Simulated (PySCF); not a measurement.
# [ReO3Cl]−: how settings move a single point

Which settings matter for [ReO3Cl]−? Each run alters one on purpose. It is a constructed species; whether it can be made isn't addressed.

The runs use PySCF 2.14.0; PBE, Re def2-SVP with ECP60, O def2-SVP, Cl def2-SVP; scalar-relativistic core potentials, no spin–orbit coupling.

2 further runs of the same task are left out: 2 for a known fault of the program.

## Step 1: Where the work starts

5 atoms, charge -1, spin multiplicity 2.

Bond lengths: Re1–O2 1.746 Å, Re1–O3 1.753 Å, Re1–O4 1.753 Å, Re1–Cl5 2.432 Å. Angles: O2–Re1–O3 107.7°, O2–Re1–O4 107.7°, O2–Re1–Cl5 132.5°, O3–Re1–O4 120.8°, O3–Re1–Cl5 94.6°, O4–Re1–Cl5 94.7°.

Geometry (Å):

```xyz
5
charge -1, multiplicity 2
Re    0.1641   -0.0263    0.2121
O     1.3061    0.6274    1.3591
O    -1.1034   -0.8283    1.1198
O     1.0734   -0.8872   -1.0148
Cl   -1.3599    1.0192   -1.3688
```

Formal oxidation states: Re +6. An earlier session relaxed this geometry at PBE, Re def2-SVP with ECP60, O def2-SVP, Cl def2-SVP (doublet, point group Cs).

The sound run used a (50, 194) grid (finer on f atoms), a threshold of 1e-8 and at most 55 cycles, and ended at -763.713147 Eh.

## Step 2: Altered run 1

File run.py (the lines that set the calculation):

```python
mol = gto.M(atom='''
Re     0.16410    -0.02631     0.21212
O      1.30607     0.62741     1.35911
O     -1.10339    -0.82825     1.11983
O      1.07338    -0.88721    -1.01482
Cl    -1.35992     1.01917    -1.36880''',
    basis={'Re': 'def2-SVP', 'O': 'def2-SVP', 'Cl': 'def2-SVP'},
    ecp={'Re': 'def2-SVP'},
    charge=-1, spin=1)
mf = dft.UKS(mol, xc='PBE')
mf.grids.atom_grid = (30, 86)
mf = mf.density_fit()  # fitting sets: Re def2-universal-JKFIT, O def2-universal-JKFIT, Cl def2-universal-JKFIT
mf.conv_tol = 1e-08; mf.max_cycle = 55
mf.kernel(dm0)  # dm0: free metal ions and neutral atoms
```

The run is started by

```bash
$ OMP_NUM_THREADS=2 python run.py
```

Output:

```text
init E= -790.498345670017
  HOMO = 0.152465138974  LUMO = 0.156264976709  gap/eV = 0.10340
cycle= 1 E= -756.590418861751  delta_E= 33.9  |g|= 2.98  |ddm|= 4.79
  HOMO = 0.190409095408  LUMO = 0.19424594965  gap/eV = 0.10441
cycle= 2 E= -659.89308598099  delta_E= 96.7  |g|= 7.06  |ddm|= 22.4
  HOMO = 0.125574362872  LUMO = 0.134076311023  gap/eV = 0.23135
cycle= 3 E= -758.722810538072  delta_E= -98.8  |g|= 3.08  |ddm|= 21.1
  HOMO = 0.0391874793172  LUMO = 0.0411095038733  gap/eV = 0.05230
cycle= 4 E= -757.575421012294  delta_E= 1.15  |g|= 3.53  |ddm|= 6.06
  HOMO = 0.0569451821806  LUMO = 0.0608246463206  gap/eV = 0.10557
cycle= 5 E= -763.510652484685  delta_E= -5.94  |g|= 0.638  |ddm|= 3.71
  HOMO = 0.0113107235447  LUMO = 0.0279237326881  gap/eV = 0.45206
cycle= 6 E= -761.667399741259  delta_E= 1.84  |g|= 2.19  |ddm|= 1.93
  HOMO = 0.0165243457692  LUMO = 0.042039677318  gap/eV = 0.69431
cycle= 7 E= -763.706114414033  delta_E= -2.04  |g|= 0.123  |ddm|= 1.41
  HOMO = 0.0305320845074  LUMO = 0.0627260269444  gap/eV = 0.87604
cycle= 8 E= -763.709606766116  delta_E= -0.00349  |g|= 0.0767  |ddm|= 0.121
  HOMO = 0.0263370006241  LUMO = 0.0589207539299  gap/eV = 0.88665
cycle= 9 E= -763.711755792853  delta_E= -0.00215  |g|= 0.0324  |ddm|= 0.0554
  HOMO = 0.0264620372172  LUMO = 0.0593670713073  gap/eV = 0.89539
cycle= 10 E= -763.711604000833  delta_E= 0.000152  |g|= 0.0382  |ddm|= 0.0437
  HOMO = 0.0268332476171  LUMO = 0.0600844142176  gap/eV = 0.90481
cycle= 11 E= -763.712180610593  delta_E= -0.000577  |g|= 0.0107  |ddm|= 0.0306
  HOMO = 0.0268474007411  LUMO = 0.0602852244578  gap/eV = 0.90989
cycle= 12 E= -763.712209054326  delta_E= -2.84e-05  |g|= 0.00644  |ddm|= 0.00565
  HOMO = 0.0268623150177  LUMO = 0.0604101364246  gap/eV = 0.91288
cycle= 13 E= -763.712222029462  delta_E= -1.3e-05  |g|= 0.00325  |ddm|= 0.00372
  HOMO = 0.0271058337295  LUMO = 0.0607086750633  gap/eV = 0.91438
cycle= 14 E= -763.712226265288  delta_E= -4.24e-06  |g|= 0.000705  |ddm|= 0.00291
  HOMO = 0.0270549525618  LUMO = 0.0606535780614  gap/eV = 0.91427
cycle= 15 E= -763.712226578268  delta_E= -3.13e-07  |g|= 0.000115  |ddm|= 0.00119
  HOMO = 0.0270674215022  LUMO = 0.0606637779432  gap/eV = 0.91420
cycle= 16 E= -763.712226585554  delta_E= -7.29e-09  |g|= 4.56e-05  |ddm|= 0.000178
  HOMO = 0.0270627383772  LUMO = 0.0606568701183  gap/eV = 0.91414
Extra cycle  E= -763.71222657927  delta_E= 6.28e-09  |g|= 0.000135  |ddm|= 0.000156
converged SCF energy = -763.71222657927  <S^2> = 0.75193223  2S+1 = 2.0019313
```

Wall time 3.8 s (2 threads of Arm Neoverse V1, shared host).

Changed: the integration grid, to (30, 86). It converges in 16 cycles, +0.025 eV from the sound run, with a largest force component of 0.22 eV/Å. The setting is unsound, so these numbers aren't the compound's.

## Step 3: Altered run 2

run.py (the lines that set the calculation), as its differences from that of step 2:

```diff
@@ -10,5 +10,5 @@
 mf = dft.UKS(mol, xc='PBE')
-mf.grids.atom_grid = (30, 86)
+mf.grids.atom_grid = (50, 194)
 mf = mf.density_fit()  # fitting sets: Re def2-universal-JKFIT, O def2-universal-JKFIT, Cl def2-universal-JKFIT
-mf.conv_tol = 1e-08; mf.max_cycle = 55
+mf.conv_tol = 0.001; mf.max_cycle = 55
 mf.kernel(dm0)  # dm0: free metal ions and neutral atoms
```

The run is started by

```bash
$ OMP_NUM_THREADS=2 python run.py
```

Output:

```text
init E= -790.499186796099
  HOMO = 0.152492782807  LUMO = 0.15630301648  gap/eV = 0.10368
cycle= 1 E= -756.588367961451  delta_E= 33.9  |g|= 2.98  |ddm|= 4.78
  HOMO = 0.190669283825  LUMO = 0.194448682757  gap/eV = 0.10284
cycle= 2 E= -659.879538315963  delta_E= 96.7  |g|= 7.06  |ddm|= 22.5
  HOMO = 0.125747936348  LUMO = 0.134218144478  gap/eV = 0.23049
cycle= 3 E= -758.725861493137  delta_E= -98.8  |g|= 3.08  |ddm|= 21.1
  HOMO = 0.0394696865395  LUMO = 0.0413715056572  gap/eV = 0.05175
cycle= 4 E= -757.575893673754  delta_E= 1.15  |g|= 3.53  |ddm|= 6.07
  HOMO = 0.0569237656267  LUMO = 0.0608678051847  gap/eV = 0.10732
cycle= 5 E= -763.510087940622  delta_E= -5.93  |g|= 0.641  |ddm|= 3.71
  HOMO = 0.011370259996  LUMO = 0.0279390091301  gap/eV = 0.45086
cycle= 6 E= -761.653145274965  delta_E= 1.86  |g|= 2.19  |ddm|= 1.94
  HOMO = 0.016484832304  LUMO = 0.0420282975497  gap/eV = 0.69507
cycle= 7 E= -763.706897756316  delta_E= -2.05  |g|= 0.124  |ddm|= 1.41
  HOMO = 0.0303832344034  LUMO = 0.0626413382165  gap/eV = 0.87779
cycle= 8 E= -763.710560020904  delta_E= -0.00366  |g|= 0.0762  |ddm|= 0.12
  HOMO = 0.0261865999031  LUMO = 0.058848790256  gap/eV = 0.88878
cycle= 9 E= -763.712786244098  delta_E= -0.00223  |g|= 0.0281  |ddm|= 0.0519
  HOMO = 0.0267440247498  LUMO = 0.0600134001241  gap/eV = 0.90531
cycle= 10 E= -763.713008842945  delta_E= -0.000223  |g|= 0.0183  |ddm|= 0.0224
  HOMO = 0.028566790873  LUMO = 0.0622191607659  gap/eV = 0.91573
Extra cycle  E= -763.709376042846  delta_E= 0.00363  |g|= 0.0949  |ddm|= 0.0907
converged SCF energy = -763.709376042846  <S^2> = 0.7518464  2S+1 = 2.0018455
```

It took 3.9 s on 2 threads of Arm Neoverse V1, shared host.

Changed: the SCF threshold (0.001). It converges in 10 cycles, +0.103 eV from the sound run, with a largest force component of 0.91 eV/Å. The setting is unsound, so these numbers aren't the compound's.

## Step 4: Altered run 3

run.py (the lines that set the calculation), as its differences from that of step 3:

```diff
@@ -12,3 +12,3 @@
 mf = mf.density_fit()  # fitting sets: Re def2-universal-JKFIT, O def2-universal-JKFIT, Cl def2-universal-JKFIT
-mf.conv_tol = 0.001; mf.max_cycle = 55
-mf.kernel(dm0)  # dm0: free metal ions and neutral atoms
+mf.conv_tol = 1e-08; mf.max_cycle = 86
+mf.kernel(dm0)  # dm0: core Hamiltonian
```

The run is started by

```bash
$ OMP_NUM_THREADS=2 python run.py
```

Output:

```text
init E= -730.876730729113
  HOMO = 0.887762045144  LUMO = 0.890058623928  gap/eV = 0.06249
cycle= 1 E= -669.135095148438  delta_E= 61.7  |g|= 10.7  |ddm|= 36.8
  HOMO = -3.22429945098  LUMO = -3.22172335789  gap/eV = 0.07010
cycle= 2 E= -720.702902340629  delta_E= -51.6  |g|= 6.65  |ddm|=   36
  HOMO = 0.218431749959  LUMO = 0.226365215699  gap/eV = 0.21588
cycle= 3 E= -741.328304978776  delta_E= -20.6  |g|= 6.03  |ddm|= 16.3
  HOMO = 0.0682795937981  LUMO = 0.0694275886975  gap/eV = 0.03124
cycle= 4 E= -758.831888522786  delta_E= -17.5  |g|= 2.92  |ddm|= 8.59
  HOMO = 0.0266553779177  LUMO = 0.0377953626862  gap/eV = 0.30313
cycle= 5 E= -752.183977021077  delta_E= 6.65  |g|= 4.23  |ddm|= 6.58
  HOMO = 0.0387981009417  LUMO = 0.043952653252  gap/eV = 0.14026
cycle= 6 E= -761.697368192515  delta_E= -9.51  |g|= 2.07  |ddm|= 5.05
  HOMO = -0.00782352044151  LUMO = 0.00574756126016  gap/eV = 0.36929
cycle= 7 E= -763.191846485722  delta_E= -1.49  |g|= 1.08  |ddm|= 2.29
  HOMO = 0.0403046210387  LUMO = 0.0597653300417  gap/eV = 0.52955
cycle= 8 E= -762.858049831875  delta_E= 0.334  |g|= 1.44  |ddm|= 1.82
  HOMO = 0.0516262633053  LUMO = 0.0788507464693  gap/eV = 0.74082
cycle= 9 E= -763.381577611266  delta_E= -0.524  |g|= 0.883  |ddm|=  1.4
  HOMO = 0.0443003759046  LUMO = 0.074181280126  gap/eV = 0.81310
cycle= 10 E= -763.642659049919  delta_E= -0.261  |g|= 0.38  |ddm|= 0.778
  HOMO = 0.0218382317522  LUMO = 0.0535981636593  gap/eV = 0.86423
cycle= 11 E= -763.704685402657  delta_E= -0.062  |g|= 0.138  |ddm|= 0.461
  HOMO = 0.0290380359844  LUMO = 0.0624510705442  gap/eV = 0.90921
cycle= 12 E= -763.712567658236  delta_E= -0.00788  |g|= 0.0358  |ddm|= 0.125
  HOMO = 0.0267363803115  LUMO = 0.0603837985221  gap/eV = 0.91559
cycle= 13 E= -763.71303657146  delta_E= -0.000469  |g|= 0.0164  |ddm|= 0.0354
  HOMO = 0.0271457556869  LUMO = 0.0608924031038  gap/eV = 0.91829
cycle= 14 E= -763.713124763461  delta_E= -8.82e-05  |g|= 0.00725  |ddm|= 0.00881
  HOMO = 0.0269212399503  LUMO = 0.0606193758138  gap/eV = 0.91697
cycle= 15 E= -763.713143310165  delta_E= -1.85e-05  |g|= 0.00307  |ddm|= 0.00498
  HOMO = 0.0270144285445  LUMO = 0.0606945813712  gap/eV = 0.91648
cycle= 16 E= -763.713146942772  delta_E= -3.63e-06  |g|= 0.000751  |ddm|= 0.00275
  HOMO = 0.0269979451851  LUMO = 0.0606749962056  gap/eV = 0.91640
cycle= 17 E= -763.71314721167  delta_E= -2.69e-07  |g|= 7.3e-05  |ddm|= 0.000767
  HOMO = 0.0270003703071  LUMO = 0.0606767411841  gap/eV = 0.91638
cycle= 18 E= -763.713147214797  delta_E= -3.13e-09  |g|= 3.44e-05  |ddm|= 0.000105
  HOMO = 0.027002320369  LUMO = 0.0606783340669  gap/eV = 0.91637
Extra cycle  E= -763.713147202178  delta_E= 1.26e-08  |g|= 0.000178  |ddm|= 0.000166
converged SCF energy = -763.713147202178  <S^2> = 0.7519333  2S+1 = 2.0019324
```

Wall time 5.5 s (2 threads of Arm Neoverse V1, shared host).

Changed: the starting guess (bare core Hamiltonian); the cycle limit is 86. It converges in 18 cycles, at the sound run's energy within 0.001 eV, with a largest force component of 0.01 eV/Å. The result survives the change.

## Step 5: Altered run 4

File run.py (the lines that set the calculation):

```python
mol = gto.M(atom='''
Re     0.17230    -0.02762     0.22273
O      1.37137     0.65878     1.42706
O     -1.15856    -0.86967     1.17582
O      1.12705    -0.93157    -1.06557
Cl    -1.42792     1.07013    -1.43724''',
    basis={'Re': 'def2-SVP', 'O': 'def2-SVP', 'Cl': 'def2-SVP'},
    ecp={'Re': 'def2-SVP'},
    charge=-1, spin=1)
mf = dft.UKS(mol, xc='PBE')
mf.grids.atom_grid = (50, 194)
mf = mf.density_fit()  # fitting sets: Re def2-universal-JKFIT, O def2-universal-JKFIT, Cl def2-universal-JKFIT
mf.conv_tol = 1e-08; mf.max_cycle = 55
mf.kernel(dm0)  # dm0: free metal ions and neutral atoms
```

The run is started by

```bash
$ OMP_NUM_THREADS=2 python run.py
```

Output:

```text
init E= -790.339021630535
  HOMO = 0.132761594992  LUMO = 0.143746344186  gap/eV = 0.29891
cycle= 1 E= -755.343010009295  delta_E=   35  |g|= 3.02  |ddm|= 3.88
cycle= 2 E= -656.404784049447  delta_E= 98.9  |g|= 6.62  |ddm|= 23.3
  HOMO = 0.159590793059  LUMO = 0.16269296676  gap/eV = 0.08441
cycle= 3 E= -757.595283164027  delta_E= -101  |g|= 3.25  |ddm|= 22.1
  HOMO = 0.0718783147246  LUMO = 0.0781586446938  gap/eV = 0.17090
cycle= 4 E= -756.953422138188  delta_E= 0.642  |g|= 3.61  |ddm|= 6.21
  HOMO = 0.0409831182155  LUMO = 0.0449018996851  gap/eV = 0.10664
cycle= 5 E= -763.423427977235  delta_E= -6.47  |g|= 0.715  |ddm|= 3.71
  HOMO = -0.00757928940362  LUMO = 0.00518757380822  gap/eV = 0.34740
cycle= 6 E= -759.6133768939  delta_E= 3.81  |g|= 2.77  |ddm|= 2.41
  HOMO = 0.000876841500749  LUMO = 0.0259865155357  gap/eV = 0.68327
cycle= 7 E= -763.649031820603  delta_E= -4.04  |g|= 0.317  |ddm|= 1.86
  HOMO = -2.29537479959e-05  LUMO = 0.0326561917165  gap/eV = 0.88924
cycle= 8 E= -763.689514198188  delta_E= -0.0405  |g|= 0.0598  |ddm|= 0.216
  HOMO = 0.00409475403752  LUMO = 0.0384228999482  gap/eV = 0.93412
cycle= 9 E= -763.686620783995  delta_E= 0.00289  |g|= 0.107  |ddm|= 0.134
  HOMO = 0.0040395226569  LUMO = 0.0386482105404  gap/eV = 0.94175
cycle= 10 E= -763.689795891952  delta_E= -0.00318  |g|= 0.065  |ddm|= 0.128
  HOMO = 0.00306357095064  LUMO = 0.0378890251088  gap/eV = 0.94765
cycle= 11 E= -763.691599791427  delta_E= -0.0018  |g|= 0.00791  |ddm|= 0.0546
  HOMO = 0.00294614441214  LUMO = 0.0378261627522  gap/eV = 0.94913
cycle= 12 E= -763.691604948867  delta_E= -5.16e-06  |g|= 0.00718  |ddm|= 0.00935
  HOMO = 0.00317268376942  LUMO = 0.038086117135  gap/eV = 0.95004
cycle= 13 E= -763.691612740681  delta_E= -7.79e-06  |g|= 0.00639  |ddm|= 0.00488
  HOMO = 0.00298041429854  LUMO = 0.0378792351495  gap/eV = 0.94965
cycle= 14 E= -763.691616515127  delta_E= -3.77e-06  |g|= 0.00544  |ddm|= 0.00292
  HOMO = 0.00293089305753  LUMO = 0.0377997957612  gap/eV = 0.94883
cycle= 15 E= -763.691629014904  delta_E= -1.25e-05  |g|= 0.00122  |ddm|= 0.00354
  HOMO = 0.00293575964422  LUMO = 0.0377963384398  gap/eV = 0.94860
cycle= 16 E= -763.691629907786  delta_E= -8.93e-07  |g|= 0.00027  |ddm|= 0.0016
  HOMO = 0.00294461926009  LUMO = 0.0378045786921  gap/eV = 0.94859
cycle= 17 E= -763.691629942139  delta_E= -3.44e-08  |g|= 2.97e-05  |ddm|= 0.000273
  HOMO = 0.00294577045891  LUMO = 0.0378055519558  gap/eV = 0.94858
cycle= 18 E= -763.69162994281  delta_E= -6.71e-10  |g|= 1.1e-05  |ddm|= 5.06e-05
  HOMO = 0.00294507179284  LUMO = 0.0378045458641  gap/eV = 0.94857
Extra cycle  E= -763.691629942443  delta_E= 3.66e-10  |g|= 3.41e-05  |ddm|= 4.7e-05
converged SCF energy = -763.691629942443  <S^2> = 0.75287421  2S+1 = 2.0028721
```

Run time: 5.4 s. Hardware: 2 threads of Arm Neoverse V1, shared host.

Changed: the scale of all coordinates (1.05). It converges in 18 cycles, +0.586 eV from the sound run, with a largest force component of 2.55 eV/Å. The setting is unsound, so these numbers aren't the compound's.

## Step 6: Altered run 5

File run.py (the lines that set the calculation):

```python
mol = gto.M(atom='''
Re     0.16410    -0.02631     0.21212
O      1.30607     0.62741     1.35911
O     -1.10339    -0.82825     1.11983
O      1.07338    -0.88721    -1.01482
Cl    -1.35992     1.01917    -1.36880''',
    basis={'Re': 'def2-SVP', 'O': 'def2-SVP', 'Cl': 'def2-SVP'},
    ecp={'Re': 'def2-SVP'},
    charge=-1, spin=1)
mf = dft.UKS(mol, xc='PBE')
mf.grids.atom_grid = (10, 14)
mf = mf.density_fit()  # fitting sets: Re def2-universal-JKFIT, O def2-universal-JKFIT, Cl def2-universal-JKFIT
mf.conv_tol = 1e-08; mf.max_cycle = 55
mf.kernel(dm0)  # dm0: free metal ions and neutral atoms
```

The run is started by

```bash
$ OMP_NUM_THREADS=2 python run.py
```

Output:

```text
init E= -790.800238013329
  HOMO = 0.121326215565  LUMO = 0.131237525556  gap/eV = 0.26970
cycle= 1 E= -756.759278602315  delta_E=   34  |g|= 2.97  |ddm|= 4.64
  HOMO = 0.189498182286  LUMO = 0.20694041873  gap/eV = 0.47463
cycle= 2 E= -661.158144726654  delta_E= 95.6  |g|= 7.21  |ddm|= 17.8
  HOMO = 0.0811865048338  LUMO = 0.109469521582  gap/eV = 0.76962
cycle= 3 E= -759.011479740486  delta_E= -97.9  |g|= 3.12  |ddm|= 16.5
  HOMO = 0.0911185597955  LUMO = 0.0986596567554  gap/eV = 0.20520
cycle= 4 E= -757.150446068645  delta_E= 1.86  |g|= 3.67  |ddm|= 5.86
  HOMO = 0.0254823090992  LUMO = 0.0309990056079  gap/eV = 0.15012
cycle= 5 E= -764.095602140759  delta_E= -6.95  |g|= 0.397  |ddm|=  4.5
  HOMO = -0.0425814887595  LUMO = -0.01295783187  gap/eV = 0.80610
cycle= 6 E= -763.913251663912  delta_E= 0.182  |g|= 0.785  |ddm|= 1.03
  HOMO = -0.0329063029747  LUMO = 0.00144467995925  gap/eV = 0.93474
cycle= 7 E= -764.069893746641  delta_E= -0.157  |g|= 0.497  |ddm|= 0.898
  HOMO = -0.0159317869852  LUMO = 0.0225372787469  gap/eV = 1.04680
cycle= 8 E= -764.172180981556  delta_E= -0.102  |g|= 0.0504  |ddm|= 0.397
  HOMO = -0.0155505908966  LUMO = 0.0242476393642  gap/eV = 1.08297
cycle= 9 E= -764.166076824503  delta_E= 0.0061  |g|= 0.13  |ddm|= 0.141
  HOMO = -0.0153295707221  LUMO = 0.0249532556708  gap/eV = 1.09615
cycle= 10 E= -764.173038678058  delta_E= -0.00696  |g|= 0.0254  |ddm|= 0.11
  HOMO = -0.0157218660168  LUMO = 0.0246623993037  gap/eV = 1.09891
cycle= 11 E= -764.173286236655  delta_E= -0.000248  |g|= 0.0139  |ddm|= 0.0256
  HOMO = -0.0162225260593  LUMO = 0.0240897526697  gap/eV = 1.09695
cycle= 12 E= -764.173357766446  delta_E= -7.15e-05  |g|= 0.00517  |ddm|= 0.0108
  HOMO = -0.0162680155256  LUMO = 0.0239529785697  gap/eV = 1.09447
cycle= 13 E= -764.173367540922  delta_E= -9.77e-06  |g|= 0.00213  |ddm|= 0.00375
  HOMO = -0.0163104537412  LUMO = 0.0238142444355  gap/eV = 1.09185
cycle= 14 E= -764.173369478893  delta_E= -1.94e-06  |g|= 0.000488  |ddm|= 0.00249
  HOMO = -0.0163122839492  LUMO = 0.0238059007004  gap/eV = 1.09167
cycle= 15 E= -764.173369585133  delta_E= -1.06e-07  |g|= 6.58e-05  |ddm|= 0.000643
  HOMO = -0.0163060004479  LUMO = 0.02381290488  gap/eV = 1.09169
cycle= 16 E= -764.173369587523  delta_E= -2.39e-09  |g|= 2.01e-05  |ddm|= 0.000112
  HOMO = -0.0163102314734  LUMO = 0.0238087375093  gap/eV = 1.09169
Extra cycle  E= -764.173369586278  delta_E= 1.25e-09  |g|= 6.14e-05  |ddm|= 8.15e-05
converged SCF energy = -764.173369586278  <S^2> = 0.7521015  2S+1 = 2.0021004
```

It took 3.2 s on 2 threads of Arm Neoverse V1, shared host.

Changed: the integration grid, to (10, 14). It converges in 16 cycles, -12.523 eV from the sound run, with a largest force component of 11.44 eV/Å. The setting is unsound, so these numbers aren't the compound's.

## Step 7: Side by side

| run | changed | ending | energy change (eV) | cycles | time | usable |
| --- | --- | --- | --- | --- | --- | --- |
| 1 | the integration grid | converged | +0.025 | 16 | 3.8 s | no |
| 2 | the SCF threshold | converged | +0.103 | 10 | 3.9 s | no |
| 3 | the starting guess | converged | 0.000 | 18 | 5.5 s | yes |
| 4 | the scale of all coordinates | converged | +0.586 | 18 | 5.4 s | no |
| 5 | the integration grid | converged | -12.523 | 16 | 3.2 s | no |

1 of 5 altered runs gives a usable result. 4 ended normally with numbers unfit to quote.
